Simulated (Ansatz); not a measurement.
Slab: Cu, a slab with vacuum.

```
CELL_PARAMETERS angstrom
2.55619 0.00000 0.00000
-1.27810 2.21373 0.00000
0.00000 0.00000 25.43561
ATOMIC_POSITIONS crystal
Cu 0.66667 0.33333 0.29486
Cu 0.33333 0.66667 0.37692
Cu 0.00000 0.00000 0.45897
Cu 0.66667 0.33333 0.54103
Cu 0.33333 0.66667 0.62308
Cu 0.00000 0.00000 0.70514
```

The cell isn't the ideal one: the (1 1 1) slab of Cu, cut from the database cell, not relaxed.

A run of Ansatz 0.2.0 on this cell left the log below. Logs are shortened: lines on timing, memory, paths and dates and some standing lists are left out, and cuts for length are marked.

```text
Warning: RAYON_NUM_THREADS=4 ignored (pool sized by the plan → 4); use --threads N
Engine: ansatz 0.2.0, x86_64-unknown-linux-gnu
Pseudopotentials: kind: nc
Pseudopotential: Cu, nc, valence charge 19, recommended cutoff 1251.723767 eV (normal), Cu.nc.azcp
Functional definition: PBE
  parameter kappa = 0.804
  parameter beta = 0.06672455060314922
  exchange = pbe_x(kappa = kappa, mu = beta*pi^2/3)
  correlation = pbe_c(beta = beta)
Crystal: 6 atoms, lattice volume = 143.933 Å³
[... 73 lines left out ...]
  atom   6  Cu     0.00000000     0.00000000     0.00028457
  max |Σ_I F_I| component: 3.05e-5 eV/Å
--- Band table (eV; the first three rows and the last of 19) ---
  k-point 0: bands = ["-106.3848", "-106.3807", "-106.3760", "-106.3704", "-106.1520", "-106.1471", "-63.8108", "-63.7871", "-63.7536", "-63.7230", "-63.7111", "-63.7111", "-63.7070", "-63.7070", "-63.7011", "-63.7011", "-63.6945", "-63.6945", "-63.5121", "-63.5121", "-63.5076", "-63.5076", "-63.4686", "-63.4625", "-3.0120", "-2.3838", "-1.3854", "-0.2060", "0.7282", "1.0614", "3.0263", "3.0493", "3.1929", "3.2056", "3.2056", "3.2421", "3.2421", "3.2889", "3.2904", "3.2904", "3.3304", "3.3304", "3.4859", "3.4859", "3.5055", "3.5055", "3.8121", "4.0334", "4.0334", "4.0534", "4.0534", "4.1667", "4.1667", "4.3640", "4.3640", "4.5416", "4.5416", "4.6111", "4.6111", "5.2892", "5.7766", "10.3614", "10.5021", "11.6189", "11.7601", "13.6007", "13.9117", "16.2576", "16.6543"]
  k-point 1: bands = ["-106.3841", "-106.3799", "-106.3754", "-106.3700", "-106.1514", "-106.1465", "-63.8089", "-63.7863", "-63.7541", "-63.7247", "-63.7160", "-63.7126", "-63.7121", "-63.7086", "-63.7057", "-63.7024", "-63.6997", "-63.6956", "-63.5175", "-63.5134", "-63.5131", "-63.5090", "-63.4681", "-63.4619", "-2.7889", "-2.1655", "-1.1759", "-0.0099", "0.9025", "1.2085", "2.9265", "2.9623", "3.1195", "3.1317", "3.1891", "3.2356", "3.2830", "3.2934", "3.3173", "3.3413", "3.3656", "3.3982", "3.4277", "3.4887", "3.5515", "3.5667", "3.5773", "3.9474", "3.9559", "4.0605", "4.0717", "4.1761", "4.1906", "4.2667", "4.3653", "4.3725", "4.5429", "4.6155", "4.7657", "5.7673", "6.3696", "10.5163", "10.7107", "11.7940", "11.9598", "13.8082", "14.0925", "16.4644", "16.8431"]
  k-point 2: bands = ["-106.3821", "-106.3779", "-106.3738", "-106.3687", "-106.1497", "-106.1448", "-63.8037", "-63.7842", "-63.7565", "-63.7339", "-63.7281", "-63.7242", "-63.7169", "-63.7164", "-63.7131", "-63.7128", "-63.7060", "-63.6987", "-63.5323", "-63.5279", "-63.5172", "-63.5128", "-63.4666", "-63.4604", "-2.1360", "-1.5315", "-0.5777", "0.5300", "1.3642", "1.5945", "2.6637", "2.8150", "2.8487", "2.9614", "3.0131", "3.1329", "3.2739", "3.2802", "3.3363", "3.3967", "3.4179", "3.4974", "3.5193", "3.5538", "3.5823", "3.7007", "3.7715", "3.7800", "3.8767", "3.9228", "4.0001", "4.0721", "4.1955", "4.2039", "4.3654", "4.5452", "4.6092", "4.6267", "5.3491", "6.6296", "7.5397", "10.9792", "11.3366", "12.3486", "12.5603", "14.4297", "14.6417", "17.0802", "17.4044"]
  k-point 18: bands = ["-106.3727", "-106.3675", "-106.3655", "-106.3643", "-106.1416", "-106.1367", "-63.7814", "-63.7797", "-63.7787", "-63.7707", "-63.7696", "-63.7678", "-63.7570", "-63.7566", "-63.7477", "-63.7387", "-63.7353", "-63.7343", "-63.5693", "-63.5685", "-63.5649", "-63.5641", "-63.4595", "-63.4532", "2.1939", "2.1971", "2.2083", "2.2856", "2.3066", "2.3126", "2.3281", "2.3700", "2.3890", "2.5597", "2.5758", "2.9625", "2.9652", "3.0138", "3.0963", "3.4053", "3.4096", "3.4604", "3.4660", "3.9154", "3.9161", "3.9374", "4.0708", "4.0740", "4.4406", "4.4413", "4.4750", "4.5386", "4.5387", "4.5549", "9.5403", "9.5414", "9.5457", "9.8918", "9.8986", "10.4343", "10.6133", "11.3636", "11.3642", "11.6475", "12.4695", "12.4770", "13.9699", "13.9732", "15.0486"]
--- Relaxed structure (3 steps of the walk, 3 accepted, 0 SCFs on fresh bases) ---
  F+E_penalty+E_count = -30980.91351866 eV   max|allowed force component| = 4.528e-4 eV/Å
  atoms:
    - { symbol: Cu, position: [0.6666666666666666, 0.3333333333333333, 0.2948622481] }
    - { symbol: Cu, position: [0.3333333333333333, 0.6666666666666666, 0.3769173488] }
    - { symbol: Cu, position: [0.0, 0.0, 0.4589724496] }
    - { symbol: Cu, position: [0.6666666666666666, 0.3333333333333333, 0.5409587492467594] }
    - { symbol: Cu, position: [0.3333333333333333, 0.6666666666666666, 0.6229127225892194] }
    - { symbol: Cu, position: [1.5172852925837581e-34, 2.02998736799757e-34, 0.7045937759507268] }
```

What input gives this log?

Relaxation of the atoms with PBE, no spin polarisation. The files as run (others can give the same):

input.yaml
```yaml
crystal:
  lattice:
    - [2.556191014, 0.0, 0.0]
    - [-1.278095507, 2.213726355, 0.0]
    - [0.0, 0.0, 25.4356061156]
  atoms:
    - { symbol: Cu, position: [0.6666666667, 0.3333333333, 0.2948622481] }
    - { symbol: Cu, position: [0.3333333333, 0.6666666667, 0.3769173488] }
    - { symbol: Cu, position: [0.0, 0.0, 0.4589724496] }
    - { symbol: Cu, position: [0.6666666667, 0.3333333333, 0.5410275504] }
    - { symbol: Cu, position: [0.3333333333, 0.6666666667, 0.6230826512] }
    - { symbol: Cu, position: [0.0, 0.0, 0.7051377519] }
hamiltonian:
  xc: pbe
  pseudopotentials: { kind: nc }
kpoints:
  mp_grid: { grid: [12, 12, 1] }
scf:
  occupations: { method: fermi_dirac, width: 0.05 }
output:
  forces: true
  eigenvalues: true
relax:
  f_tol: 0.02
  max_steps: 40
  constraints: [{ sites: [0, 1, 2] }]
efield:
  axis: 3
  dipole_correction: true
  ramp_width: 0.04
```

Potentials or basis: Ansatz NC.
The run is started by
```console
$ ansatz run input.yaml --threads 4 --pin off --max-ram 11264MiB --backend cpu --events-out ev --progress --plain --runs-dir out
```
